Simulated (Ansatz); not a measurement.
# Al4NiPd3: the cost of one run

Program: Ansatz 0.2.0. Level of theory: DFT PBE, scalar-relativistic, plane waves, PAW. These are calculated values, not measurements.

1 further run of the same task is left out (it didn't finish).

## 1. Starting point

Symmetry: Im-3m, No. 229, cubic system. The conventional cell has a = 6.075 Å, b = 6.075 Å, c = 6.075 Å, α = 90.00°, β = 90.00°, γ = 90.00°. Al (site symmetry -3m) has 2 Ni at 2.63 Å and 6 Pd at 2.63 Å as nearest neighbours. Ni (site symmetry m-3m) is surrounded by 8 Al at 2.63 Å. Around Pd (site symmetry 4/mmm) lie 8 Al at 2.63 Å.

As a file:

```cif
data_structure
_symmetry_space_group_name_H-M 'Im-3m'
_symmetry_Int_Tables_number 229
_cell_length_a 6.0746
_cell_length_b 6.0746
_cell_length_c 6.0746
_cell_angle_alpha 90.000
_cell_angle_beta 90.000
_cell_angle_gamma 90.000
_cell_volume 224.16
loop_
_atom_site_label
_atom_site_type_symbol
_atom_site_symmetry_multiplicity
_atom_site_Wyckoff_symbol
_atom_site_fract_x
_atom_site_fract_y
_atom_site_fract_z
_atom_site_occupancy
Al1 Al 8 c 0.25000 0.25000 0.25000 1
Ni1 Ni 2 a 0.00000 0.00000 0.00000 1
Pd1 Pd 6 b 0.00000 0.50000 0.00000 1
```

The cell was relaxed beforehand at this level, from a generated guess; it needn't be the stable form of this composition. At a tolerance of 0.05 Å it has space group Im-3m (No. 229); it has 14.01 Å³/atom, an uncorrected energy of -0.78 eV/atom over the elements.

## 2. Static run: bands, density of states and charges

The input, input.yaml:

```yaml
crystal:
  lattice:
    - [-3.0373203, 3.0373203, 3.0373203]
    - [3.0373203, -3.0373203, 3.0373203]
    - [3.0373203, 3.0373203, -3.0373203]
  atoms:
    - { symbol: Al, position: [0.5, 0.5, 0.5] }
    - { symbol: Al, position: [0.0, 0.5, 0.0] }
    - { symbol: Al, position: [0.5, 0.0, 0.0] }
    - { symbol: Al, position: [0.0, 0.0, 0.5] }
    - { symbol: Ni, position: [0.0, 0.0, 0.0] }
    - { symbol: Pd, position: [0.5, 0.0, 0.5] }
    - { symbol: Pd, position: [0.0, 0.5, 0.5] }
    - { symbol: Pd, position: [0.5, 0.5, 0.0] }
basis:
  ecutwfc: 420
kpoints:
  mp_grid: { grid: [10, 10, 10] }
  band_path:
    path:
      - [[0.0, 0.0, 0.0], [0.5, -0.5, 0.5], [0.0, 0.0, 0.5], [0.0, 0.0, 0.0], [0.25, 0.25, 0.25], [0.5, -0.5, 0.5]]
      - [[0.25, 0.25, 0.25], [0.0, 0.0, 0.5]]
    npoints: 14
hamiltonian:
  xc: pbe
scf:
  occupations: { method: gaussian, width: 0.1 }
  n_extra_bands: 20
output:
  forces: true
  stress: true
  eigenvalues: true
  populations: true
  dos: { projected: true, de: 0.02, nscf_kmesh: { grid: [12, 12, 12] } }
  bader: true
  write_density: true
  write_potential: true
  elf: true
  volumetric_format: npy
```

Command:

```bash
> ansatz run input.yaml --threads 4 --pin off --max-ram 8192MiB --backend cpu --events-out ev --progress --plain --runs-dir out
```

Q: Estimate wall time and peak memory on 4 threads of Arm Neoverse V2, shared host.

About 26 s, with a peak of 0.71 GiB.
